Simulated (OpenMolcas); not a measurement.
# Rh⁵⁺ with 6 ligands (fluoride): CASSCF and CASPT2 levels and susceptibility

Aim: the ligand-field states of Rh⁵⁺ in this surrounding, its lowest levels with spin-orbit coupling and its magnetic susceptibility.

The numbers are computed with OpenMolcas 26.06 (state-averaged CASSCF and CASPT2, spin-orbit coupling by RASSI with atomic mean-field integrals), except any that are marked as measured or tabulated.

## (1) The atom as given

* Species: Rh⁵⁺ (rhodium, Z = 45, 40 electrons)
* Basis: ANO-RCC-VDZP [6s5p3d1f], 127 functions with the ligands
* Scalar Hamiltonian: DKH2, point nucleus
* Inactive shells: 1s 2s 2p 3s 3p 3d 4s 4p of the metal, and all ligand shells
* Active space: 4 electrons in 5 orbitals (4d)
* Some configurations of this space: 4d⁴
* Orbitals: optimised for each spin and parity, averaged over all roots

The outer shells:

4d4
```
4d [↑ ][↑ ][↑ ][↑ ][  ]
```

Rh⁵⁺ is taken with 6 ligands (fluoride) in octahedron coordination (Oh) at 1.92 Å. A charge of +0.167 e stands 2.4 Å behind each ligand. Ligand basis ANO-RCC-VDZP. The distances are assumed, not relaxed.

```xyz
7

Rh    0.0000    0.0000    0.0000
F     1.9200    0.0000    0.0000
F     0.0000    1.9200    0.0000
F    -1.9200    0.0000    0.0000
F     0.0000   -1.9200    0.0000
F     0.0000    0.0000    1.9200
F     0.0000    0.0000   -1.9200
```

Each step is its own input file, run in one work folder so that later steps find the files of earlier ones. Labels, J, g values, rates, χT and fits are worked out afterwards by a script from the matrices that RASSI stores. The input lists half of the charges; inversion (Group=XYZ) makes the rest.

## (2) One- and two-electron integrals

File a.inp:

```
&GATEWAY
Coord
7

Rh 0.0 0.0 0.0
F 1.920000 0.000000 0.000000
F 0.000000 1.920000 0.000000
F -1.920000 0.000000 0.000000
F 0.000000 -1.920000 0.000000
F 0.000000 0.000000 1.920000
F 0.000000 0.000000 -1.920000
Basis=Rh.ANO-RCC-VDZP,F.ANO-RCC-VDZP
Group=XYZ
NoMove
AngMom=0.0 0.0 0.0
AMFI
RICD
XField
3 Angstrom 0
4.320000 0.000000 0.000000 0.166667
0.000000 4.320000 0.000000 0.166667
0.000000 0.000000 4.320000 0.166667
&SEWARD
```

Command:

```bash
> OMP_NUM_THREADS=1 MOLCAS_MEM=2457 MOLCAS_PROJECT=a pymolcas a.inp > a.log
```

## (3) Reference wave functions, quintets of even parity, 5 roots

File a.inp:

```
&RASSCF
FileOrb=start.orb
Symmetry=1
Spin=5
nActEl=4 0 0
Inactive=24 24
Ras2=5 0
CIRoot=5 5 1
SDav=5
CIMx=300
Iter=150 100
PrWF=0.3
OrbListing=Nothing
MaxOrb=0
LevShft=1.0
>>> COPY $Project.JobIph JOB001
```

start.orb holds start orbitals that the driver prepared beforehand, or those of the step before.

## (4) CASSCF: triplets of even parity, 45 roots

File a.inp:

```
&RASSCF
FileOrb=start.orb
Symmetry=1
Spin=3
nActEl=4 0 0
Inactive=24 24
Ras2=5 0
CIRoot=45 45 1
SDav=45
CIMx=300
Iter=150 100
PrWF=0.3
OrbListing=Nothing
MaxOrb=0
LevShft=1.0
>>> COPY $Project.JobIph JOB002
```

## (5) CASSCF: singlets of even parity, 50 roots

File a.inp:

```
&RASSCF
FileOrb=start.orb
Symmetry=1
Spin=1
nActEl=4 0 0
Inactive=24 24
Ras2=5 0
CIRoot=50 50 1
SDav=50
CIMx=300
Iter=150 100
PrWF=0.3
OrbListing=Nothing
MaxOrb=0
LevShft=1.0
>>> COPY $Project.JobIph JOB003
```

## (6) RASSI: spin-orbit coupling between the states

File a.inp:

```
&RASSI
NrOfJobIphs=3 5 45 50
1 2 3 4 5
1 2 3 4 5 6 7 8 9 10 11 12 13 14 15 16 17 18 19 20 21 22 23 24 25 26 27
28 29 30 31 32 33 34 35 36 37 38 39 40 41 42 43 44 45
1 2 3 4 5 6 7 8 9 10 11 12 13 14 15 16 17 18 19 20 21 22 23 24 25 26 27
28 29 30 31 32 33 34 35 36 37 38 39 40 41 42 43 44 45 46 47 48 49 50
IphNames
JOB001
JOB002
JOB003
EJob
SpinOrbit
DIPRint=1.0
SOCoupling=1000.0
Subsets=2
Property=9
'ANGMOM' 1 'ANGMOM' 2 'ANGMOM' 3 'MLTPL  1' 1 'MLTPL  1' 2 'MLTPL  1' 3
'AMFI' 1 'AMFI' 2 'AMFI' 3
SOProperty=3
'ANGMOM' 1 'ANGMOM' 2 'ANGMOM' 3
```

## (7) CASPT2: IPEA 0.25, imaginary shift 0.1 (closed shells correlated: 4s 4p of the metal, with ligand shells; the Frozen line counts the rest)

File a.inp:

```
>>> COPY JOB001 $Project.JobIph
&CASPT2
Multistate=5 1 2 3 4 5
NoMult
Frozen=11 9
IPEA=0.25
Imaginary=0.1
MaxIter=60
WThr=0.0 0.3 0.05
PrWF=0.5
NoMix
>>> COPY JOB002 $Project.JobIph
&CASPT2
Multistate=45 1 2 3 4 5 6 7 8 9 10 11 12 13 14 15 16 17 18 19 20 21 22
23 24 25 26 27 28 29 30 31 32 33 34 35 36 37 38 39 40 41 42 43 44 45
NoMult
Frozen=11 9
IPEA=0.25
Imaginary=0.1
MaxIter=60
WThr=0.0 0.3 0.05
PrWF=0.5
NoMix
>>> COPY JOB003 $Project.JobIph
&CASPT2
Multistate=50 1 2 3 4 5 6 7 8 9 10 11 12 13 14 15 16 17 18 19 20 21 22
23 24 25 26 27 28 29 30 31 32 33 34 35 36 37 38 39 40 41 42 43 44 45 46
47 48 49 50
NoMult
Frozen=11 9
IPEA=0.25
Imaginary=0.1
MaxIter=60
WThr=0.0 0.3 0.05
PrWF=0.5
NoMix
```

(Steps that only read results are left out.)

What does the calculation give? Wanted: spin-free ground state; first state of the same spin within the active space; lowest level; next level.

As calculated:

```
                                            quantity                                                                                                                                          value
                                              method  SS-CASPT2, IPEA 0.25, imaginary shift 0.1 (closed shells correlated: 4s 4p of the metal, with ligand shells; the Frozen line counts the rest)
                              spin-free ground state                                                                                                            triplet, 3-fold in its orbital part
first state of the same spin within the active space                                                                                                                               3E at 24700 cm⁻¹
                                        lowest level                                                                                                                                         1-fold
                                          next level                                                                                                                                    1102.3 cm⁻¹
                                         χT at 300 K                                                                                                                                 0.71 cm³ K/mol
                           effective moment at 300 K                                                                                                                                        2.39 μB
```

Cost by method:

```tsv
method	time of its own steps	time with the reference
A. CASSCF	40 s	40 s
B. SS-CASPT2, IPEA 0.25, imaginary shift 0.1, +4s 4p	3.4 min	4.1 min
```

Times are of one thread on a shared host.

What this shows: The spin-free ground state (triplet) is 3-fold and has less than the highest spin computed. χT at 300 K is 0.71, against 1.00 cm³ K/mol for the spin alone, so spin-orbit coupling lowers it. CASPT2 does not keep the components of a term degenerate, and the means are used. Reference weights range from 0.55 to 0.63, which points to intruder states or a small active space for some roots. With metal d orbitals alone active, the gaps between spin states are rough; where two lie within a few thousand cm-1, their order is open. The bonds are covalent and no ligand orbital is active, so the numbers are rough.
